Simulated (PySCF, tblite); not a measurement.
**C2H7OP2Si2 radical: geometry, infrared bands and EPR parameters**

Aim: predict the infrared bands and EPR parameters of C2H7OP2Si2 radical (`[CH2]C(=O)[SiH]1P[SiH2]P1`).

Programs: tblite 0.8.0 and PySCF 2.14.0, with density-fitted response routines of our own. Each step states its level of theory. These are calculated values for one molecule in the gas phase, unless marked as measured. Atoms are numbered from 0 throughout.

### 1 Starting geometry

14 atoms, charge 0, multiplicity 2; geometry from: force field or distance geometry start.

Bonds of the start (Å): C0–C1 1.50, C1–O2 1.21, C1–Si3 1.83, Si3–P4 2.20, P4–Si5 2.22, Si5–P6 2.22, P6–Si3 2.19, C0–H7 1.11, C0–H8 1.09, Si3–H9 1.47, P4–H10 1.46, Si5–H11 1.46, Si5–H12 1.46, P6–H13 1.45.

### 2 Relaxing the molecule with GFN2-xTB

The job: settings as JSON, then the geometry in Å.

```
{"job": {"kind": "relax", "xc": "GFN2-xTB", "basis": "xTB"}, "charge": 0, "multiplicity": 2}
C      3.048000     0.211700    -0.223200
C      1.695500     0.857400    -0.088200
O      1.540500     2.001900    -0.438500
Si     0.329100    -0.111400     0.638700
P     -1.325300     1.018700     1.544400
Si    -2.673200    -0.501500     0.654200
P     -1.088400    -0.821300    -0.868100
H      3.014000    -0.818700     0.193500
H      3.735100     0.777700     0.403400
H      0.857000    -1.125200     1.558300
H     -1.452600     2.287300     0.840600
H     -2.876500    -1.621500     1.568000
H     -3.879500     0.044700     0.039500
H     -0.924300    -2.200200    -1.284700
```

Run with:

```sh
> OMP_NUM_THREADS=1 python probes_run.py task.json out
```

The driver reads the jobs from task.json and runs them one after another.

**Question.** This job is followed by: GFN2-xTB harmonic vibrations, gas phase; UKS B3LYP, pcH-1 on C H O P Si, non-relativistic, mean-field spin-orbit, GIAO. What will the session give for the following? strongest single infrared mode (GFN2-xTB); zero-point energy (GFN2-xTB); g(iso) (B3LYP); ⟨S²⟩; largest a(iso) (averaged by class); potential on the surface of density 0.002 e/bohr³, 1st and 99th percentile.

As calculated:

| quantity | value |
| --- | --- |
| strongest single infrared mode (GFN2-xTB) | 588 cm⁻¹, 322 km/mol |
| zero-point energy (GFN2-xTB) | 48.0 kcal/mol |
| g(iso) (B3LYP) | 2.00832 |
| ⟨S²⟩ | 0.764 (exact 0.75) |
| largest a(iso) (averaged by class) | 13C on C0, 59.1 MHz |
| potential on the surface of density 0.002 e/bohr³, 1st and 99th percentile | -1.33 V and 1.46 V |

**Reading.** Relaxing lowered the energy by 1.654 eV in 256 steps; the close pair that moved most is C1–Si3, from 1.826 to 1.993 Å. All 36 modes are real, so the xTB geometry is a minimum. The strongest single mode, at 588 cm⁻¹, is spread over many atoms; the largest shares are those of H11, H12. GFN2-xTB is a fitted tight-binding method: band positions and strengths are rough. Its intensities can rank the bands wrongly. The largest share of the spin, 0.52 e, sits on C0. The isotropic g lies 6.0 ppt above the free-electron value. These values are for one conformer; the search (at its own cheap level) found 2 more, at 1.42, 2.24 kcal/mol, and measured spectra average over such forms.
